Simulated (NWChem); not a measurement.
# C2H3BrO (acetyl bromide): levels of theory compared

We compute a comparison of 4 runs (HF/STO-3G, HF/3-21G, B3LYP/6-31G*) of C2H3BrO (acetyl bromide). 

The calculation is run with NWChem 7.3.0.

## (1) The molecule

The species is C2H3BrO (7 atoms), meant as a singlet with charge 0. SMILES: `CC(=O)Br`. Geometry: relaxed at PBE0-D4/def2-TZVP.

Bond lengths: C1–C2 1.490 Å, C2–O3 1.176 Å, C2–Br4 1.977 Å, C1–H5 1.089 Å, C1–H6 1.091 Å, C1–H7 1.091 Å. Angles: C1–C2–O3 128.3°, C1–C2–Br4 111.6°, O3–C2–Br4 120.1°, C2–C1–H5 109.4°, C2–C1–H6 109.3°, C2–C1–H7 109.3°, H5–C1–H6 110.7°, H5–C1–H7 110.7°, H6–C1–H7 107.4°.

## (2) Energy and forces at HF/STO-3G (run 1)

Contents of sp.nw:

```
start sp
title "C2H3BrO hf"
memory 2200 mb
geometry units angstrom noautosym nocenter noautoz
 C        0.317220       0.588950       0.223620
 C       -0.346220      -0.731400       0.032370
 O       -0.609500      -1.539260       0.844740
 Br      -0.791980      -1.052340      -1.866800
 H        0.547050       0.728270       1.279450
 H       -0.343270       1.379670      -0.135480
 H        1.226720       0.626100      -0.377900
end
basis spherical bse
 * library STO-3G
end
scf
 thresh 1e-08
 maxiter 80
end
task scf gradient
```

The run is started by

```
$ nwchem sp.nw > sp.out
```

The program printed:

```text
[...]
  functions       =    36
[...]
  wavefunction    = RHF
[...]
         Total SCF energy =  -2695.049415630786
      One-electron energy =  -4224.007835788860
      Two-electron energy =   1299.953824012030
 Nuclear repulsion energy =    229.004596146044
        Time for solution =      3.0s
[...]
                         RHF ENERGY GRADIENTS
    atom               coordinates                        gradient
                 x          y          z           x          y          z
   1 C       0.599459   1.112954   0.422581   -0.016462  -0.033338  -0.003140
   2 C      -0.654261  -1.382146   0.061170    0.007997  -0.008032   0.077270
   3 O      -1.151788  -2.908780   1.596327    0.014164   0.046056  -0.051810
   4 Br     -1.496625  -1.988634  -3.527740   -0.003655  -0.002393  -0.016327
   5 H       1.033775   1.376231   2.417810   -0.000914  -0.003034   0.003538
   6 H      -0.648686   2.607198  -0.256020   -0.002357   0.001228  -0.004488
   7 H       2.318165   1.183157  -0.714127    0.001227  -0.000487  -0.005042
[...]
```

Wall time 4.5 s (1 thread of Intel Xeon at 2.60GHz (Ice Lake), shared host); peak memory 0.099 GiB.

## (3) Energy and gradient at HF/3-21G (run 2)

Contents of c2h3bro.nw:

```
start c2h3bro
memory 2200 mb

geometry units angstroms noautosym nocenter noautoz
  C        0.317220       0.588950       0.223620
  C       -0.346220      -0.731400       0.032370
  O       -0.609500      -1.539260       0.844740
  Br      -0.791980      -1.052340      -1.866800
  H        0.547050       0.728270       1.279450
  H       -0.343270       1.379670      -0.135480
  H        1.226720       0.626100      -0.377900
end

basis spherical bse
  * library 3-21G
end

scf
  thresh 1e-08
  maxiter 80
end

task scf gradient
```

The run is started by

```
$ nwchem c2h3bro.nw > c2h3bro.out
```

The program printed:

```text
[...]
  functions       =    55
[...]
  wavefunction    = RHF
[...]
         Total SCF energy =  -2711.536820138361
      One-electron energy =  -4232.100716741160
      Two-electron energy =   1291.559300456755
 Nuclear repulsion energy =    229.004596146044
        Time for solution =      3.0s
[...]
                         RHF ENERGY GRADIENTS
    atom               coordinates                        gradient
                 x          y          z           x          y          z
   1 C       0.599459   1.112954   0.422581   -0.004438  -0.009513   0.000788
   2 C      -0.654261  -1.382146   0.061170   -0.003336  -0.007262   0.001025
   3 O      -1.151788  -2.908780   1.596327    0.003526   0.011048  -0.011587
   4 Br     -1.496625  -1.988634  -3.527740    0.002702   0.002047   0.011178
   5 H       1.033775   1.376231   2.417810    0.001125   0.000256   0.006494
   6 H      -0.648686   2.607198  -0.256020   -0.003838   0.003653  -0.003322
   7 H       2.318165   1.183157  -0.714127    0.004260  -0.000229  -0.004576
[...]
```

It took 4.5 s on 1 thread of Intel Xeon at 2.60GHz (Ice Lake), shared host; peak memory 0.098 GiB.

Run 3 isn't shown in full; the table further down has it.

## (4) Energy and forces at B3LYP/6-31G(d) (Cartesian functions) (run 4)

Contents of struct.nw:

```
start struct
memory total 2200 mb
charge 0
geometry noautosym nocenter noautoz
 C        0.317220       0.588950       0.223620
 C       -0.346220      -0.731400       0.032370
 O       -0.609500      -1.539260       0.844740
 Br      -0.791980      -1.052340      -1.866800
 H        0.547050       0.728270       1.279450
 H       -0.343270       1.379670      -0.135480
 H        1.226720       0.626100      -0.377900
end
basis cartesian
 * library 6-31G*
end
dft
 xc b3lyp
 grid xfine
 convergence energy 1e-08
 maxiter 100
 mulliken
end
task dft gradient
```

The run is started by

```
$ nwchem struct.nw > struct.out
```

The program printed:

```text
[...]
          Wavefunction type:  closed shell.
          No. of atoms     :     7
          No. of electrons :    58
[...]
          Charge           :     0
          Spin multiplicity:     1
[...]
          AO basis - number of functions:    86
[...]
              XC Information
              --------------
                         B3LYP Method XC Potential
                     Hartree-Fock (Exact) Exchange  0.200
                        Slater Exchange Functional  0.800 local
                    Becke 1988 Exchange Functional  0.720 non-local
              Lee-Yang-Parr Correlation Functional  0.810
                  VWN I RPA Correlation Functional  0.190 local
[...]
 d= 0,ls=0.0,diis     1  -2726.9822088171 -2.96D+03  2.09D-02  2.41D+00     3.7
[...]
 d= 0,ls=0.0,diis    11  -2727.1309919366 -1.92D-09  7.03D-07  2.84D-09    32.0
         Total DFT energy =    -2727.130991936600
      One electron energy =    -4244.946922599554
           Coulomb energy =     1400.636392338578
    Exchange-Corr. energy =     -111.825057821668
 Nuclear repulsion energy =      229.004596146044
[...]
      Total Density - Mulliken Population Analysis
     ---------------------------------------------
    Atom       Charge   Shell Charges
 -----------   ------   -------------------------------------------------------
    1 C    6     6.51   1.99  0.68  2.16  0.65  1.00  0.03
    2 C    6     5.64   1.99  0.74  1.89  0.44  0.52  0.05
    3 O    8     8.33   1.99  0.92  2.87  1.00  1.54  0.00
    4 Br  35    35.13   2.00  1.99  6.00  1.93  5.99  1.62  3.81  0.36  1.34  7.02  2.95  0.13
    5 H    1     0.81   0.52  0.28
    6 H    1     0.79   0.52  0.27
    7 H    1     0.79   0.52  0.27
[...]
  wavefunction    = closed shell
[...]
```

Run time: 41 s. Hardware: 1 thread of Intel Xeon at 2.60GHz (Ice Lake), shared host; peak memory 0.14 GiB.

## (5) Overview of the runs

| run | level | iteration cap | module | energy (Eh) | dipole moment (D) | HOMO energy (eV) | LUMO energy (eV) | wall time |
| --- | --- | --- | --- | --- | --- | --- | --- | --- |
| 1 | HF/STO-3G | 80 | scf | -2695.049416 | 2.32 | -8.55 | 7.28 | 4.5 s |
| 2 | HF/3-21G | 80 | scf | -2711.536820 | 3.18 | -11.17 | 3.67 | 4.5 s |
| 3 | B3LYP/6-31G* (spherical functions) | 100 | dft | -2727.119419 | 2.84 | -7.81 | -1.12 | 40 s |
| 4 | B3LYP/6-31G* (Cartesian functions) | 100 | dft | -2727.130992 | 2.85 | -7.81 | -1.13 | 41 s |

## (6) Outcome

| quantity | value |
| --- | --- |
| run 4: total energy | -2727.13099 Eh |
| run 4: dipole moment | 2.85 D |
| run 4: HOMO energy | -7.81 eV |
| run 4: LUMO energy | -1.13 eV |
| run 4: HOMO–LUMO gap | 6.68 eV |
| run 4: largest force on an atom | 1.163 eV/Å |

The dipole moment (its size) runs from 2.32 D (HF/STO-3G) to 3.18 D (HF/3-21G). The HOMO–LUMO gap runs from 6.68 eV (B3LYP/6-31G*) to 15.83 eV (HF/STO-3G). The two ends differ in method and basis. In run 1 the basis is minimal, so the values are rough. All runs together took 90 s, the longest 41 s.
